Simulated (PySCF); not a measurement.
# C2H4Ge: the cost of one run

Programs: PySCF 2.14.0, with routines of our own; each step states its level. All values are computed. Atoms count from 0.

## 1. The system as given

7 atoms, charge 0, multiplicity 1; geometry from: GFN2-xTB.

## 2. Geometry optimisation at PBE0-D3(BJ)/def2-SVP

Job settings and geometry (Å):

```
{"job": {"xc": "PBE0", "basis": "def2-SVP", "d3": "d3bj", "grid": 1, "maxiter": 30, "shake": 0.01, "kind": "geom"}, "charge": 0, "multiplicity": 1}
C      2.000780    -0.275780    -0.001760
C      0.781240    -0.103960    -0.006910
Ge    -1.108490     0.136880    -0.011270
H      3.058220    -0.381440    -0.010820
H     -1.703870    -0.856620    -0.945550
H     -1.402790     1.531010    -0.454540
H     -1.591140    -0.079180     1.380920
```

Run with:

```
$ OMP_NUM_THREADS=1 python heavy_run.py task.json out
```

The driver reads the jobs from task.json and runs them one after another.

**Question.** How long does this first job take on 1 thread of AMD EPYC, shared host, and how much memory does it need?

About 25 s, with a peak of 0.34 GiB.
